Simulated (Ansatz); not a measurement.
# Sn2GeO2: the cost of one run

Computed with Ansatz 0.2.0 (DFT PBE, scalar-relativistic, plane waves, PAW, unless a step's input says otherwise).

3 further runs of the same task are left out: 2 that didn't finish, 1 set aside as unsound or not needed. Runs told in other sessions of the task aren't counted.

## 1. The structure to begin with

Symmetry: P-6m2, No. 187, hexagonal system. Conventional cell: a = 4.991 Å, b = 4.991 Å, c = 5.068 Å, α = 90.00°, β = 90.00°, γ = 120.00°. Sn (site symmetry -6m2) is surrounded by 2 Ge at 2.53 Å. Sn (site symmetry -6m2) has 3 Ge at 2.88 Å and 6 O at 2.97 Å in its first shell of neighbours. Around Ge (site symmetry -6m2) lie 5 Sn at 2.53 to 2.88 Å. O (site symmetry 3m) is surrounded by 1 O at 1.40 Å.

Structure file:

```
CELL_PARAMETERS angstrom
4.99148 0.00000 0.00000
-2.49574 4.32275 0.00000
0.00000 0.00000 5.06757
ATOMIC_POSITIONS crystal
Sn 0.66667 0.33333 0.00000
Sn 0.33333 0.66667 0.50000
Ge 0.66667 0.33333 0.50000
O 0.00000 0.00000 0.63786
O 0.00000 0.00000 0.36214
```

A structure generator made this guess: random cell by space group and Wyckoff sites (P-6m2, No. 187). The dimensions are guesses.

## 2. The guess as it stands, on a coarse mesh

The input, input.yaml:

```yaml
crystal:
  lattice:
    - [4.99147781, 0.0, 0.0]
    - [-2.4957389, 4.32274658, 0.0]
    - [0.0, 0.0, 5.06757309]
  atoms:
    - { symbol: Sn, position: [0.66666667, 0.33333333, 0.0] }
    - { symbol: Sn, position: [0.33333333, 0.66666667, 0.5] }
    - { symbol: Ge, position: [0.66666667, 0.33333333, 0.5] }
    - { symbol: O, position: [0.0, 0.0, 0.63785881] }
    - { symbol: O, position: [0.0, 0.0, 0.36214119] }
basis:
  ecutwfc: 420
kpoints:
  mp_grid: { grid: [6, 6, 4] }
hamiltonian:
  xc: pbe
scf:
  occupations: { method: gaussian, width: 0.1 }
  lower_state_search: "off"
output:
  forces: true
  stress: true
  eigenvalues: true
```

On the command line:

```
$ ansatz run input.yaml --threads 1 --pin off --max-ram 2560MiB --backend cpu --events-out ev --progress --plain --runs-dir out
```

Q: Estimate wall time and peak memory on 1 thread of Arm Neoverse V1, shared host.

About 7.8 s, with a peak of 0.35 GiB.
